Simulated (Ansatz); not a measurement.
Relaxation of a periodic cell of 31 atoms, Al (host Al, host structure fcc, one Al atom removed), to a largest force component of 0.03 eV/Å in at most 60 steps.

Method: DFT PBEsol, scalar-relativistic, plane waves, PAW (Ansatz 0.2.0). Settings: PAW set soft_1, cutoff 420 eV, k mesh 2x2x2, fermi-dirac smearing 0.15 eV, no spin polarisation.

```xyz
31
Lattice="8.1000 0.0000 0.0000 0.0000 8.1000 0.0000 0.0000 0.0000 8.1000" Properties=species:S:1:pos:R:3
Al 4.029 -0.027 -0.025
Al 6.108 2.024 -0.041
Al 6.113 0.016 1.996
Al 0.001 -0.030 0.009
Al 1.988 2.056 -0.009
Al 4.067 4.094 0.024
Al 6.091 6.100 0.020
Al 2.016 0.005 2.003
Al 4.043 1.996 2.047
Al 6.038 4.060 2.012
Al 4.081 -0.010 4.081
Al 6.047 1.972 4.028
Al 6.039 0.001 6.061
Al 0.044 4.014 0.006
Al 2.001 6.095 -0.064
Al 0.016 2.026 2.041
Al 2.008 4.035 1.985
Al 4.043 6.110 1.969
Al 2.068 1.966 3.995
Al 4.080 4.060 4.084
Al 6.040 6.088 4.081
Al 2.009 0.035 6.126
Al 4.071 2.035 6.059
Al 6.118 4.071 6.052
Al 0.009 6.062 2.017
Al 0.013 4.031 4.089
Al 1.985 6.058 4.019
Al -0.022 1.978 6.081
Al 2.039 4.016 6.003
Al 4.025 6.071 6.094
Al 0.022 6.087 6.102
```

Question: Where does it end, and by what steps?

Answer: The run converged. Limits of this set-up: coarse k mesh, PAW files made for another functional, a small cell, in which the defect meets its images. After 2 steps the energy has fallen by 0.182 eV; Al19 moved furthest, 0.09 Å.

```tsv
step	energy less start (eV)	largest force component (eV/Å)	accepted
0	0.0000	0.315	yes
1	-0.1744	0.063	yes
2	-0.1815	0.003	yes
```

```xyz
31
Lattice="8.1000 0.0000 0.0000 0.0000 8.1000 0.0000 0.0000 0.0000 8.1000" Properties=species:S:1:pos:R:3
Al 4.051 -0.003 -0.007
Al 6.062 2.036 -0.007
Al 6.067 -0.003 2.009
Al 0.001 -0.003 -0.006
Al 2.040 2.036 -0.007
Al 4.051 4.047 -0.006
Al 6.062 6.058 -0.006
Al 2.034 -0.004 2.009
Al 4.050 2.035 2.004
Al 6.062 4.047 2.005
Al 4.051 -0.004 4.044
Al 6.067 2.030 4.043
Al 6.067 -0.003 6.078
Al 0.001 4.047 -0.007
Al 2.040 6.058 -0.007
Al 0.001 2.031 2.009
Al 2.040 4.046 2.004
Al 4.051 6.059 2.004
Al 2.035 2.030 4.043
Al 4.051 4.047 4.043
Al 6.067 6.062 4.044
Al 2.036 -0.003 6.078
Al 4.052 2.037 6.082
Al 6.062 4.047 6.083
Al 0.001 6.062 2.010
Al 0.001 4.046 4.044
Al 2.035 6.063 4.043
Al 0.001 2.030 6.077
Al 2.040 4.046 6.082
Al 4.051 6.057 6.083
Al 0.001 6.063 6.077
```

Whether the end is a true minimum wasn't checked by a vibrational analysis.

Run time: 20 s on 2 threads of Arm Neoverse V2, with other jobs on the host, peak memory 0.95 GiB.
